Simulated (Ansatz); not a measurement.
# CH6Sn (SMILES [CH3][SnH3]): wB97M-V/def2-SVP (core potential)

Aim: the vertical ionisation energy of CH6Sn at wB97M-V/def2-SVP (core potential), from 2 runs. 

Program for the calculation: Ansatz 0.2.0.

42 further runs of the same task are left out: 1 that didn't finish, 41 set aside as unsound or not needed.

## Step 1: Starting point

The species is CH6Sn (8 atoms), meant as a singlet with charge 0. As SMILES, `[CH3][SnH3]`. The shape is that of a PBE0-D4/def2-TZVP optimisation.

Bond lengths: C1–Sn2 2.140 Å, C1–H3 1.090 Å, C1–H4 1.090 Å, C1–H5 1.090 Å, Sn2–H6 1.709 Å, Sn2–H7 1.709 Å, Sn2–H8 1.709 Å. Some angles: C1–Sn2–H6 110.1°, C1–Sn2–H7 110.1°, C1–Sn2–H8 110.1°, Sn2–C1–H3 110.0°, Sn2–C1–H4 110.0°, Sn2–C1–H5 110.0°, H6–Sn2–H7 108.8°, H6–Sn2–H8 108.8°, H7–Sn2–H8 108.8°, H3–C1–H4 109.0°.

## Step 2: The energy at wB97M-V/def2-SVP (core potential)

File in.yaml:

```yaml
crystal:
  periodic: [false, false, false]
  atoms:
    - {symbol: C, position_ang: [1.094500, 0.367400, -0.110600]}
    - {symbol: Sn, position_ang: [-0.919400, -0.329100, 0.082100]}
    - {symbol: H, position_ang: [1.300500, 0.627700, -1.148800]}
    - {symbol: H, position_ang: [1.789300, -0.411200, 0.204000]}
    - {symbol: H, position_ang: [1.244600, 1.249200, 0.512300]}
    - {symbol: H, position_ang: [-2.012000, 0.886800, -0.417500]}
    - {symbol: H, position_ang: [-1.156700, -1.716400, -0.887800]}
    - {symbol: H, position_ang: [-1.248700, -0.731500, 1.710400]}
basis:
  gaussian:
    orbitals: def2-SVP
total_charge: 0
hamiltonian:
  xc: {name: wB97M-V}
accuracy: high
output:
  orbitals: {seedname: orbitals}
```

On the command line:

```
ansatz run in.yaml --threads 1 --pin off --max-ram 3480MiB --events-out events.jsonl --progress --plain --runs-dir runs
```

Output:

```text
Warning: RAYON_NUM_THREADS=1 ignored (pool sized by the plan → 1); use --threads N
Functional definition: wB97M-V
  name "wB97M-V"
  parameter omega = 0.3/bohr
  parameter cx = 0.15
  parameter cx01 = 1.007
  parameter cx10 = 0.259
  parameter css00 = 0.443
  parameter css04 = -1.437
  parameter css10 = -4.535
  parameter css20 = -3.390
  parameter css43 = 4.278
  parameter cos00 = 1.000
  parameter cos10 = 1.358
  parameter cos20 = 2.924
  parameter cos21 = -8.812
  parameter cos60 = -1.390
  parameter cos61 = 9.142
  parameter b = 6.0
  parameter c = 0.01
  gx(w, u) = 1 - cx + cx01*u + cx10*w
  gss(w, u) = css00 + css04*u^4 + css10*w + css20*w^2 + css43*w^4*u^3
  gos(w, u) = cos00 + cos10*w + (cos20 + cos21*u)*w^2 + (cos60 + cos61*u)*w^6
  exchange = spin_sum(e_x_unif_sr(omega)*gx(b97_w, b97_u_x)) + cx*exact_x_sr(omega) + exact_x_lr(omega)
  correlation = spin_sum(e_c_pw_mod_same_spin*gss(b97_w, b97_u_same))
      + integral(e_c_pw_mod_opposite_spin*gos(b97_w_opposite, b97_u_opposite)) + vv10(b, c)
1743 factors; integrals over basis functions are off by at most 3.0e-9 eV
345 factors; integrals over basis functions are off by at most 2.2e-9 eV
mean field evaluation 1: about -6959.6597 eV, gradient 3.0e1 eV
mean field evaluation 2: about -6960.4646 eV, gradient 2.4e1 eV
mean field evaluation 4: about -6961.9561 eV, gradient 1.0e0 eV
mean field evaluation 8: about -6962.0187 eV, gradient 1.8e-2 eV
mean field evaluation 16: about -6962.0187 eV, gradient 1.6e-6 eV
mean field -6962.01868754 eV, -255.8494677413 hartree, gradient 4.9e-9 eV, S^2 0.000000; 0 other end points of the search recorded, 0 dependent functions left out
reference -6962.01869238 eV, -255.8494679191 hartree; 17, 17 occupied and 53, 53 virtual orbitals, 1743 factors
Total energy: -6962.01869238 eV, -255.8494679191 hartree
```

Run time: 43 s. Hardware: 1 thread of Arm Neoverse V2, shared host; peak memory 0.45 GiB.

## Step 3: The doublet cation, same level

File input.yaml:

```yaml
crystal:
  periodic: [false, false, false]
  atoms:
    - {symbol: C, position_ang: [1.094500, 0.367400, -0.110600]}
    - {symbol: Sn, position_ang: [-0.919400, -0.329100, 0.082100]}
    - {symbol: H, position_ang: [1.300500, 0.627700, -1.148800]}
    - {symbol: H, position_ang: [1.789300, -0.411200, 0.204000]}
    - {symbol: H, position_ang: [1.244600, 1.249200, 0.512300]}
    - {symbol: H, position_ang: [-2.012000, 0.886800, -0.417500]}
    - {symbol: H, position_ang: [-1.156700, -1.716400, -0.887800]}
    - {symbol: H, position_ang: [-1.248700, -0.731500, 1.710400]}
basis:
  gaussian:
    orbitals: def2-SVP
hamiltonian:
  xc: {name: wB97M-V}
total_charge: 1
output:
  orbitals: {seedname: orbitals}
magnetization:
  spin_polarized: true
  initial_magnetization: 1
accuracy: high
```

On the command line:

```
ansatz run input.yaml --threads 1 --pin off --max-ram 3480MiB --events-out events.jsonl --progress --plain --runs-dir runs
```

Output:

```text
Warning: RAYON_NUM_THREADS=1 ignored (pool sized by the plan → 1); use --threads N
Functional definition: wB97M-V
  name "wB97M-V"
  parameter omega = 0.3/bohr
  parameter cx = 0.15
  parameter cx01 = 1.007
  parameter cx10 = 0.259
  parameter css00 = 0.443
  parameter css04 = -1.437
  parameter css10 = -4.535
  parameter css20 = -3.390
  parameter css43 = 4.278
  parameter cos00 = 1.000
  parameter cos10 = 1.358
  parameter cos20 = 2.924
  parameter cos21 = -8.812
  parameter cos60 = -1.390
  parameter cos61 = 9.142
  parameter b = 6.0
  parameter c = 0.01
  gx(w, u) = 1 - cx + cx01*u + cx10*w
  gss(w, u) = css00 + css04*u^4 + css10*w + css20*w^2 + css43*w^4*u^3
  gos(w, u) = cos00 + cos10*w + (cos20 + cos21*u)*w^2 + (cos60 + cos61*u)*w^6
  exchange = spin_sum(e_x_unif_sr(omega)*gx(b97_w, b97_u_x)) + cx*exact_x_sr(omega) + exact_x_lr(omega)
  correlation = spin_sum(e_c_pw_mod_same_spin*gss(b97_w, b97_u_same))
      + integral(e_c_pw_mod_opposite_spin*gos(b97_w_opposite, b97_u_opposite)) + vv10(b, c)
1742 factors; integrals over basis functions are off by at most 3.3e-9 eV
345 factors; integrals over basis functions are off by at most 2.2e-9 eV
mean field evaluation 1: about -6942.8750 eV, gradient 3.8e1 eV
mean field evaluation 2: about -6940.3038 eV, gradient 4.0e1 eV
mean field evaluation 4: about -6950.8524 eV, gradient 1.2e0 eV
mean field evaluation 8: about -6951.0330 eV, gradient 8.0e-1 eV
mean field evaluation 16: about -6951.3376 eV, gradient 1.1e-1 eV
mean field evaluation 32: about -6950.6873 eV, gradient 6.8e0 eV
mean field -6951.33769560 eV, -255.4569485273 hartree, gradient 3.1e-8 eV, S^2 0.753740; 4 other end points of the search recorded, 0 dependent functions left out
reference -6951.33770036 eV, -255.4569487023 hartree; 17, 16 occupied and 53, 54 virtual orbitals, 1742 factors
Total energy: -6951.33770036 eV, -255.4569487023 hartree
```

Run time: 80 s. Hardware: 1 thread of Arm Neoverse V2, shared host; peak memory 0.84 GiB.

## Step 4: Results

Level: wB97M-V/def2-SVP (core potential).

| quantity | value |
| --- | --- |
| singlet CH6Sn: total energy | -255.84947 Eh |
| singlet CH6Sn: HOMO energy | -10.55 eV |
| singlet CH6Sn: LUMO energy | 2.40 eV |
| singlet CH6Sn: HOMO–LUMO gap | 12.95 eV |
| doublet cation: total energy | -255.45695 Eh |
| doublet cation: HOMO energy (highest over α and β) | -16.71 eV |
| doublet cation: LUMO energy (lowest over α and β) | -10.76 eV |
| doublet cation: ⟨S²⟩ | 0.754 |
| vertical ionisation energy (to the doublet cation) | 10.681 eV |

The vertical ionisation energy comes to 10.68 eV (1031 kJ/mol). −ε(HOMO) before ionisation, 10.55 eV, is 0.13 eV below this ionisation energy.
